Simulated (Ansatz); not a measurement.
# Zn5Ga2Cu9Ag3Au: the cost of one run

Method: DFT r2SCAN, scalar-relativistic, plane waves, PAW, in Ansatz 0.2.0.

### 1 The starting structure

The cell holds 20 atoms (Ag3AuCu9Ga2Zn5): a = 6.722 Å, b = 6.722 Å, c = 6.722 Å, α = 80.92°, β = 80.92°, γ = 80.92°.

The sites of an ideal bcc lattice, at a guessed lattice constant, take 1 Au, 9 Cu, 2 Ga, 3 Ag, 5 Zn (sublattices apart by semicolons), with a shake of 0.02 Å. Warren-Cowley parameters of the first shell (negative: unlike neighbours preferred): Ag-Au +0.17, Ag-Cu -0.20, Ag-Ga +0.17, Ag-Zn +0.00, Au-Cu -0.11, Au-Ga -0.25. In a cell this small the draw can fall short of the order aimed at.

Its coordinates follow in the input file.

### 2 Relaxation without symmetry, coarse mesh

Cell and atoms move without symmetry, on a coarse mesh with loose thresholds.

Contents of input.yaml:

```yaml
crystal:
  lattice:
    - [-4.62641544, 4.62641544, -1.54213848]
    - [-4.62641544, -1.54213848, 4.62641544]
    - [1.54213848, 4.62641544, 4.62641544]
  atoms:
    - { symbol: Cu, position: [0.500333424, 0.4988124637, 4.72581e-05] }
    - { symbol: Cu, position: [0.5974456227, 0.1011701626, 0.0958538482] }
    - { symbol: Cu, position: [0.1026011386, 0.602853771, 0.0945817823] }
    - { symbol: Cu, position: [0.2005685888, 0.1949812775, 0.1998654667] }
    - { symbol: Cu, position: [0.699017946, 0.7025918946, 0.1991902014] }
    - { symbol: Cu, position: [0.9990921455, 0.5028560075, 0.4988637355] }
    - { symbol: Cu, position: [0.1007220157, 0.1053881194, 0.5983568985] }
    - { symbol: Cu, position: [0.596734866, 0.602550603, 0.6028293449] }
    - { symbol: Cu, position: [0.798901979, 0.7988537473, 0.7978346419] }
    - { symbol: Zn, position: [0.8013968251, 0.3000860886, 0.2993700082] }
    - { symbol: Zn, position: [0.4937323076, 0.0040647863, 0.5081475691] }
    - { symbol: Zn, position: [0.6985742083, 0.1982690763, 0.6951135499] }
    - { symbol: Zn, position: [0.2007713628, 0.7036042462, 0.7050758271] }
    - { symbol: Zn, position: [0.3020804108, 0.3082681024, 0.7966499299] }
    - { symbol: Ga, position: [0.3032047308, 0.7959444933, 0.2989904799] }
    - { symbol: Ga, position: [0.4003599403, 0.9049100195, 0.9009236811] }
    - { symbol: Ag, position: [0.9948968503, 0.0012964001, 0.0035250406] }
    - { symbol: Ag, position: [0.4001631275, 0.4019297642, 0.398598186] }
    - { symbol: Ag, position: [0.8976262394, 0.4011282153, 0.8959620158] }
    - { symbol: Au, position: [0.9017456205, 0.8982284913, 0.3991691922] }
  symmetry: { detect: false }
basis:
  ecutwfc: 500
kpoints:
  mp_grid: { grid: [2, 2, 2], shift: [0.5, 0.5, 0.5] }
hamiltonian:
  xc: r2scan
scf:
  occupations: { method: gaussian, width: 0.1 }
  lower_state_search: "off"
output:
  forces: true
  stress: true
  eigenvalues: true
relax:
  adjacent_minimum: "off"
  f_tol: 0.04
  max_steps: 50
  cell: { stress_tol: 0.3 }
```

Command:

```sh
$ ansatz run input.yaml --threads 4 --pin off --max-ram 9216MiB --backend cpu --events-out ev --progress --plain --runs-dir out
```

**Question.** How long does this run take on 4 threads of Arm Neoverse V2, shared host, and how much memory does it need?

About 8.1 min, with a peak of 2.1 GiB.
